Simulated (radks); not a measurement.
# Zn⁴⁺ in [Ar] 3d8: an all-electron calculation

What are the levels of the zinc ion Zn4+, how large are its shells, and how does its energy divide?

Program: radks (a radial shooting solver on a logarithmic mesh, Libxc functionals) version 1. Level of theory: scalar-relativistic Kohn-Sham, exchange-only LDA, spin-unpolarised, spherical densities, point nucleus. These are calculated values, not measurements, unless marked.

## (1) Starting point

* element: zinc (Z = 30)
* charge: +4
* electrons: 26
* configuration: [Ar] 3d8

The outer shells:

Zn⁴⁺
```
[Ar] core
3d [↑↓][↑↓][↑↓][↑ ][↑ ]
```

## (2) The calculation

The run's settings:

```text
Z 30
configuration [Ar] 3d8 4s0 4p0 4d0 4f0
relativity scalar-relativistic
functional lda,
spin unpolarised
nucleus point
c 137.035999084
```

What does the calculation give?

The runs gave:

```
                        quantity                 value
                    total energy   -1786.02634 hartree
exchange-correlation share of it                3.60 %
                            −T/E                1.0166
          highest occupied level        3d, -71.763 eV
    most extended occupied level  3d, <r> = 0.775 bohr
 radius at density 0.001 e/bohr³             2.42 bohr
    maxima of the radial density                     3
         ionisation energy, NIST     83 (semi-emp.) eV
```

What this shows: The radial density shows 3 maxima for 3 occupied principal shells. −T/E is 1.017: with relativity the kinetic term as defined here no longer equals −E. The top level binds by 71.763 eV, 87 % of the NIST ionisation energy of 83 eV; the potential of a semilocal functional falls off too fast, so its top eigenvalue is too shallow. Spin polarisation and multiplet splitting are left out.
